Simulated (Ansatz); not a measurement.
# TiTc: stress in a strained cell

Aim: deform TiTc (zz strain of -1 %) and compute stress, forces and field gradients with LAPW, PAW and all-electron datasets made for the crystal.

Program: Ansatz 0.2.0. Level of theory: DFT PBEsol, scalar-relativistic. These are calculated values, not measurements.

## Step 1: Starting point

It takes space group Pm-3m (No. 221, cubic). Conventional cell: a = 3.110 Å, b = 3.110 Å, c = 3.110 Å, α = 90.00°, β = 90.00°, γ = 90.00°. Around Ti (site symmetry m-3m) lie 8 Tc at 2.69 Å. Around Tc (site symmetry m-3m) lie 8 Ti at 2.69 Å.

Structure file:

```cif
data_structure
_symmetry_space_group_name_H-M 'Pm-3m'
_symmetry_Int_Tables_number 221
_cell_length_a 3.1100
_cell_length_b 3.1100
_cell_length_c 3.1100
_cell_angle_alpha 90.000
_cell_angle_beta 90.000
_cell_angle_gamma 90.000
_cell_volume 30.08
loop_
_atom_site_label
_atom_site_type_symbol
_atom_site_symmetry_multiplicity
_atom_site_Wyckoff_symbol
_atom_site_fract_x
_atom_site_fract_y
_atom_site_fract_z
_atom_site_occupancy
Ti1 Ti 1 b 0.50000 0.50000 0.50000 1
Tc1 Tc 1 a 0.00000 0.00000 0.00000 1
```

The file gives the conventional cell by its symmetry; the runs use the cell typed in the input.

Atoms are numbered in the order of the input: Ti1, Tc2.

## Step 2: After the deformation

Space group Pm-3m before, P4/mmm after.

## Step 3: All-electron LAPW

The input, input.yaml:

```yaml
crystal:
  lattice:
    - [3.11, 0.0, 0.0]
    - [0.0, 3.11, 0.0]
    - [0.0, 0.0, 3.0789]
  atoms:
    - { symbol: Ti, position: [0.5, 0.5, 0.5] }
    - { symbol: Tc, position: [0.0, 0.0, 0.0] }
kpoints:
  mp_grid: { grid: [12, 12, 12] }
  band_path:
    path:
      - [0.0, 0.0, 0.0]
      - [0.0, 0.5, 0.0]
      - [0.5, 0.5, 0.0]
      - [0.0, 0.0, 0.0]
      - [0.0, 0.0, 0.5]
      - [0.0, 0.5, 0.5]
      - [0.5, 0.5, 0.5]
      - [0.0, 0.0, 0.5]
      - [0.0, 0.5, 0.0]
    npoints: 5
scf:
  occupations: { method: fermi_dirac, width: 0.08 }
hamiltonian:
  xc: pbesol
  pseudopotentials: { kind: all_electron, lapw: { basis_error: 0.00025 } }
output:
  forces: true
  stress: true
  eigenvalues: true
```

Started as:

```
$ ansatz run input.yaml --threads 1 --pin off --max-ram 3072MiB --backend cpu --events-out ev --progress --plain --runs-dir out
```

## Step 4: PAW on the default files

The input, input.yaml:

```yaml
crystal:
  lattice:
    - [3.11, 0.0, 0.0]
    - [0.0, 3.11, 0.0]
    - [0.0, 0.0, 3.0789]
  atoms:
    - { symbol: Ti, position: [0.5, 0.5, 0.5] }
    - { symbol: Tc, position: [0.0, 0.0, 0.0] }
kpoints:
  mp_grid: { grid: [12, 12, 12] }
scf:
  occupations: { method: fermi_dirac, width: 0.08 }
hamiltonian:
  xc: pbesol
  pseudopotentials: { kind: paw }
output:
  forces: true
  stress: true
  eigenvalues: true
  efg: { contact_densities: true }
  write_density: true
  write_potential: true
  elf: true
  volumetric_format: npy
```

## Step 5: Datasets made for this crystal

input.yaml, as its differences from that of step 4:

```diff
@@ -14,3 +14,3 @@
   xc: pbesol
-  pseudopotentials: { kind: paw }
+  pseudopotentials: { kind: all_electron, datasets: crystal }
 output:
@@ -20,5 +20 @@
   efg: { contact_densities: true }
-  write_density: true
-  write_potential: true
-  elf: true
-  volumetric_format: npy
```

(Steps that only read results are left out.)

Before running it: what results should come out? Wanted: pressure; largest shear or deviatoric stress.

The runs gave:

| quantity | value |
| --- | --- |
| pressure | LAPW -6.19, PAW -6.20, crystal datasets -6.19 GPa |
| largest shear or deviatoric stress (LAPW) | 1.50 GPa |

The largest part of the stress beyond the pressure is 1.50 GPa in size, in the zz component; the atoms are carried along and not relaxed. No run of the undeformed cell stands beside it, so the pressure holds what the given cell had before the change. PAW: stress within 0.01 GPa of LAPW. Crystal datasets: stress within 0.01 GPa of LAPW.
